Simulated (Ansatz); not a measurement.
**CBrSi−: an energy map over bond length Si1–C2 and bond length C2–Br3**

Aim: map the energy of CBrSi, SMILES [Si-]#CBr, charge −1 over two coordinates, and find its wells, ridges and stiffness.

Method: RKS CAM-B3LYP-D4/def2-SVPD; program: Ansatz 0.2.0.

## 1. The starting structure

SMILES `[Si-]#CBr`, 3 atoms, charge -1, spin multiplicity 1.

Atoms are counted from 1 here; the program's logs count them from 0.

Bond lengths: Si1–C2 1.668 Å, C2–Br3 1.878 Å. Angles: Si1–C2–Br3 180.0°.

Coordinates:

```xyz
3
charge -1, multiplicity 1
Si    1.27151    0.87854    0.79483
C     0.05154    0.03503    0.03218
Br   -1.32306   -0.91357   -0.82700
```

## 2. Relaxing the molecule

Input file input.yaml:

```yaml
crystal:
  periodic: [false, false, false]
  atoms:
    - { symbol: Si, position_ang: [1.271508, 0.878537, 0.794827] }
    - { symbol: C, position_ang: [0.051542, 0.035034, 0.032177] }
    - { symbol: Br, position_ang: [-1.32306, -0.913572, -0.827004] }
total_charge: -1
basis:
  gaussian: { orbitals: def2-SVPD }
hamiltonian:
  xc: { name: CAM-B3LYP }
  dispersion: d4
output:
  forces: true
relax:
  f_tol: 0.003
  max_steps: 120
```

Launch:

```
ansatz run input.yaml --threads 1 --pin off --max-ram 2560MiB --backend cpu --events-out ev --progress --plain --runs-dir out
```

Standard output, shortened:

```text
Warning: RAYON_NUM_THREADS=1 ignored (pool sized by the plan → 1); use --threads N
[...]
Functional definition: CAM-B3LYP
[...]
872 factors; integrals over basis functions are off by at most 2.8e-4 eV
314 factors; integrals over basis functions are off by at most 1.9e-6 eV
[...]
mean field -78950.41483088 eV, -2901.3742305216 hartree, gradient 7.7e-5 eV, S^2 0.000000; 0 other end points of the search recorded, 0 dependent functions left out
[...]
reference -78950.41492955 eV, -2901.3742341476 hartree; 28, 28 occupied and 57, 57 virtual orbitals, 872 factors
relax step   1: F+E_penalty+E_count = -78950.49894579 eV  Δ(F+E_penalty+E_count) = +0.000e0 eV  max|allowed force component| = 9.859e-1 eV/Å  Δτ_max = 0.0000 Å  (29 SCF iters, accepted)
[...]
relax step   4: F+E_penalty+E_count = -78950.52323066 eV  Δ(F+E_penalty+E_count) = -7.792e-6 eV  max|allowed force component| = 7.381e-3 eV/Å  Δτ_max = 0.0008 Å  (24 SCF iters, accepted)
[...]
relax step   5: F+E_penalty+E_count = -78950.52323310 eV  Δ(F+E_penalty+E_count) = -2.437e-6 eV  max|allowed force component| = 2.083e-4 eV/Å  Δτ_max = 0.0003 Å  (24 SCF iters, accepted)
872 factors; integrals over basis functions are off by at most 2.9e-4 eV
314 factors; integrals over basis functions are off by at most 1.8e-6 eV
mean field -78950.43860488 eV, -2901.3751041999 hartree, gradient 1.6e-5 eV, S^2 0.000000; 1 other end points of the search recorded, 0 dependent functions left out
[...]
reference -78950.43870365 eV, -2901.3751078296 hartree; 28, 28 occupied and 57, 57 virtual orbitals, 872 factors
Total energy: -78950.52333186 eV, -2901.3782178592 hartree
Atom 0 at     1.252522     0.865119     0.782936 Å, force    -0.000088    -0.000067    -0.000055 eV/Å
Atom 1 at     0.056189     0.038807     0.035125 Å, force     0.000208     0.000156     0.000131 eV/Å
Atom 2 at    -1.308721    -0.903927    -0.818061 Å, force    -0.000120    -0.000089    -0.000076 eV/Å
Dipole moment:    -0.785231    -0.542354    -0.490837 e Å
```

Run time: 24 s. Hardware: 1 thread of Intel Xeon Platinum 8488C (Sapphire Rapids), shared host; peak memory 0.22 GiB.

Relaxation path:

```tsv
step	energy from step 1 (eV)	largest force component (eV/Å)
1	0.0000	0.9859
2	-0.0202	0.4179
3	-0.0243	0.0220
4	-0.0243	0.0074
5	-0.0243	0.0002
```

Close pairs (by a distance rule), those that changed most:

```tsv
bond	before (Å)	after (Å)	change (Å)
Si1–C2	1.668	1.635	-0.033
C2–Br3	1.878	1.865	-0.013
```

## 3. Setting up the map

The axes are (1) bond length Si1–C2: 11 values from 1.439 to 2.044 Å; (2) bond length C2–Br3: 11 values from 1.642 to 2.332 Å.

Nothing else is relaxed (all other coordinates rigid). Energies count from the relaxed molecule at the same level. Points are written as (first, second).

Of the runs on the grid, 3 are shown in the steps below; the others differ only in the two coordinates.

## 4. The run at (1.439 Å, 2.332 Å)

Input file input.yaml:

```yaml
crystal:
  periodic: [false, false, false]
  atoms:
    - { symbol: Si, position_ang: [1.252522, 0.865119, 0.782936] }
    - { symbol: C, position_ang: [0.199603, 0.137863, 0.124771] }
    - { symbol: Br, position_ang: [-1.506734, -1.040691, -0.941835] }
total_charge: -1
basis:
  gaussian: { orbitals: def2-SVPD }
hamiltonian:
  xc: { name: CAM-B3LYP }
  dispersion: d4
output:
  forces: true
```

Launch:

```
ansatz run input.yaml --threads 1 --pin off --max-ram 2560MiB --backend cpu --events-out ev --progress --plain --runs-dir out
```

Standard output, shortened:

```text
Warning: RAYON_NUM_THREADS=1 ignored (pool sized by the plan → 1); use --threads N
[...]
[... 1 set-up line as earlier in the session ...]
[...]
825 factors; integrals over basis functions are off by at most 5.8e-4 eV
272 factors; integrals over basis functions are off by at most 2.4e-5 eV
[...]
mean field -78948.29611108 eV, -2901.2963690052 hartree, gradient 2.1e-5 eV, S^2 0.000000; 0 other end points of the search recorded, 0 dependent functions left out
[...]
reference -78948.29620793 eV, -2901.2963725641 hartree; 28, 28 occupied and 57, 57 virtual orbitals, 825 factors
Total energy: -78948.37836407 eV, -2901.2993917466 hartree
Atom 0 at     1.252522     0.865119     0.782936 Å, force    10.082867     6.964275     6.302659 eV/Å
Atom 1 at     0.199603     0.137863     0.124771 Å, force   -12.103331    -8.359790    -7.565621 eV/Å
Atom 2 at    -1.506734    -1.040691    -0.941835 Å, force     2.020464     1.395515     1.262962 eV/Å
Dipole moment:    -0.578473    -0.399546    -0.361595 e Å
```

It took 4 s on 1 thread of Intel Xeon Platinum 8488C (Sapphire Rapids), shared host; peak memory 0.19 GiB.

That is 207 kJ/mol from the zero.

## 5. Grid point (1.439 Å, 1.780 Å)

Changes to input.yaml since step 4:

```diff
@@ -5,3 +5,3 @@
     - { symbol: C, position_ang: [0.199603, 0.137863, 0.124771] }
-    - { symbol: Br, position_ang: [-1.506734, -1.040691, -0.941835] }
+    - { symbol: Br, position_ang: [-1.102832, -0.76172, -0.689362] }
 total_charge: -1
```

Launch:

```
ansatz run input.yaml --threads 1 --pin off --max-ram 2560MiB --backend cpu --events-out ev --progress --plain --runs-dir out
```

Standard output, shortened:

```text
Warning: RAYON_NUM_THREADS=1 ignored (pool sized by the plan → 1); use --threads N
[...]
[... 1 set-up line as earlier in the session ...]
[...]
825 factors; integrals over basis functions are off by at most 5.4e-4 eV
271 factors; integrals over basis functions are off by at most 3.4e-5 eV
[...]
mean field -78949.15275062 eV, -2901.3278499276 hartree, gradient 2.8e-5 eV, S^2 0.000000; 0 other end points of the search recorded, 0 dependent functions left out
[...]
reference -78949.15284700 eV, -2901.3278534696 hartree; 28, 28 occupied and 57, 57 virtual orbitals, 825 factors
Total energy: -78949.24010306 eV, -2901.3310600706 hartree
Atom 0 at     1.252522     0.865119     0.782936 Å, force    10.446579     7.215486     6.530010 eV/Å
Atom 1 at     0.199603     0.137863     0.124771 Å, force    -8.784675    -6.067609    -5.491177 eV/Å
Atom 2 at    -1.102832    -0.761720    -0.689362 Å, force    -1.661904    -1.147877    -1.038833 eV/Å
Dipole moment:    -0.821190    -0.567191    -0.513314 e Å
```

Wall time 4.4 s (1 thread of Intel Xeon Platinum 8488C (Sapphire Rapids), shared host); peak memory 0.19 GiB.

Energy on the map's scale: 124 kJ/mol.

## 6. Grid point (1.620 Å, 1.849 Å)

Input file input.yaml:

```yaml
crystal:
  periodic: [false, false, false]
  atoms:
    - { symbol: Si, position_ang: [1.252522, 0.865119, 0.782936] }
    - { symbol: C, position_ang: [0.067165, 0.046388, 0.041986] }
    - { symbol: Br, position_ang: [-1.285758, -0.888067, -0.803707] }
total_charge: -1
basis:
  gaussian: { orbitals: def2-SVPD }
hamiltonian:
  xc: { name: CAM-B3LYP }
  dispersion: d4
output:
  forces: true
```

Launch:

```
ansatz run input.yaml --threads 1 --pin off --max-ram 2560MiB --backend cpu --events-out ev --progress --plain --runs-dir out
```

Standard output, shortened:

```text
Warning: RAYON_NUM_THREADS=1 ignored (pool sized by the plan → 1); use --threads N
[...]
[... 1 set-up line as earlier in the session ...]
[...]
825 factors; integrals over basis functions are off by at most 5.4e-4 eV
271 factors; integrals over basis functions are off by at most 2.3e-5 eV
[...]
mean field -78950.43040682 eV, -2901.3748029269 hartree, gradient 2.8e-5 eV, S^2 0.000000; 0 other end points of the search recorded, 0 dependent functions left out
[...]
reference -78950.43050565 eV, -2901.3748065589 hartree; 28, 28 occupied and 57, 57 virtual orbitals, 825 factors
Total energy: -78950.51546256 eV, -2901.3779286678 hartree
Atom 0 at     1.252522     0.865119     0.782936 Å, force     0.511386     0.353210     0.319660 eV/Å
Atom 1 at     0.067165     0.046388     0.041986 Å, force    -0.266831    -0.184291    -0.166792 eV/Å
Atom 2 at    -1.285758    -0.888067    -0.803707 Å, force    -0.244556    -0.168919    -0.152868 eV/Å
Dipole moment:    -0.791945    -0.546992    -0.495034 e Å
```

It took 3.2 s on 1 thread of Intel Xeon Platinum 8488C (Sapphire Rapids), shared host; peak memory 0.19 GiB.

That is 0.8 kJ/mol from the zero.

## 7. All points together

121 points were computed. Energies in kJ/mol, from the relaxed molecule at the same level:

| bond length C2–Br3 (Å) ↓, bond length Si1–C2 (Å) → | 1.439 | 1.499 | 1.560 | 1.620 | 1.681 | 1.741 | 1.802 | 1.862 | 1.923 | 1.983 | 2.044 |
| --- | --- | --- | --- | --- | --- | --- | --- | --- | --- | --- | --- |
| 2.332 | 207 | 144 | 109 | 96 | 99 | 114 | 138 | 168 | 202 | 238 | 276 |
| 2.263 | 188 | 125 | 90 | 77 | 80 | 96 | 120 | 150 | 185 | 221 | 260 |
| 2.194 | 170 | 107 | 71 | 58 | 62 | 78 | 102 | 133 | 168 | 205 | 243 |
| 2.125 | 153 | 89 | 54 | 41 | 44 | 60 | 85 | 116 | 151 | 189 | 228 |
| 2.056 | 137 | 73 | 38 | 25 | 28 | 44 | 70 | 101 | 136 | 174 | 214 |
| 1.987 | 124 | 60 | 24 | 12 | 15 | 31 | 57 | 88 | 124 | 162 | 202 |
| 1.918 | 116 | 52 | 16 | 3 | 7 | 23 | 48 | 80 | 116 | 154 | 195 |
| 1.849 | 115 | 50 | 14 | 1 | 4 | 21 | 46 | 78 | 114 | 153 | 193 |
| 1.780 | 124 | 58 | 22 | 8 | 12 | 28 | 53 | 85 | 121 | 160 | 200 |
| 1.711 | 147 | 81 | 44 | 30 | 33 | 49 | 74 | 105 | 141 | 180 | 220 |
| 1.642 | 189 | 123 | 85 | 70 | 73 | 88 | 113 | 144 | 180 | 218 | 258 |

On the same grid, largest force on an atom (eV/Å):

```csv
"bond length C2–Br3 (Å) ↓, bond length Si1–C2 (Å) →",1.439,1.499,1.560,1.620,1.681,1.741,1.802,1.862,1.923,1.983,2.044
2.332,16.5,11.0,6.7,3.5,2.8,3.4,4.7,5.5,6.1,6.4,6.5
2.263,16.6,11.1,6.7,3.5,2.8,3.5,4.7,5.6,6.1,6.4,6.6
2.194,16.6,11.0,6.7,3.4,2.7,3.5,4.8,5.7,6.2,6.5,6.6
2.125,16.4,10.9,6.5,3.2,2.5,3.6,4.8,5.7,6.3,6.6,6.7
2.056,16.1,10.5,6.2,2.9,2.2,3.6,4.9,5.8,6.3,6.7,6.8
1.987,15.6,10.0,5.6,2.4,1.8,3.6,4.9,5.8,6.4,6.7,6.8
1.918,14.9,9.2,4.8,1.5,1.8,3.6,5.0,5.8,6.4,6.8,6.9
1.849,14.2,8.5,4.0,0.7,2.1,3.9,5.3,6.2,6.8,7.1,7.3
1.780,14.3,8.5,4.1,2.1,3.8,5.6,6.9,7.8,8.4,8.7,8.9
1.711,14.4,8.6,4.6,4.5,6.2,7.9,9.2,10.1,10.7,11.0,11.2
1.642,14.5,8.8,8.0,7.9,9.4,11.2,12.5,13.3,13.9,14.2,14.3
```

## 8. Results

```
                       quantity                                                                             value
                   lowest point                                                    (1.620 Å, 1.849 Å), 0.8 kJ/mol
         highest computed point                                   (2.044 Å, 2.332 Å), 276 kJ/mol above the lowest
largest force on an atom (eV/Å)  0.7 at (1.620 Å, 1.849 Å) to 16.6 at (1.439 Å, 2.263 Å); 0.7 at the lowest point
        time for the whole task                                                  8.4 min on 1 thread, shared host
```

**Reading.** The lowest computed point is at (1.620 Å, 1.849 Å), 0.8 kJ/mol from the relaxed molecule at the same level. No other kind of well shows on this grid. The highest computed point, (2.044 Å, 2.332 Å), lies 276 kJ/mol above the lowest. Round the minimum the two coordinates are nearly uncoupled.
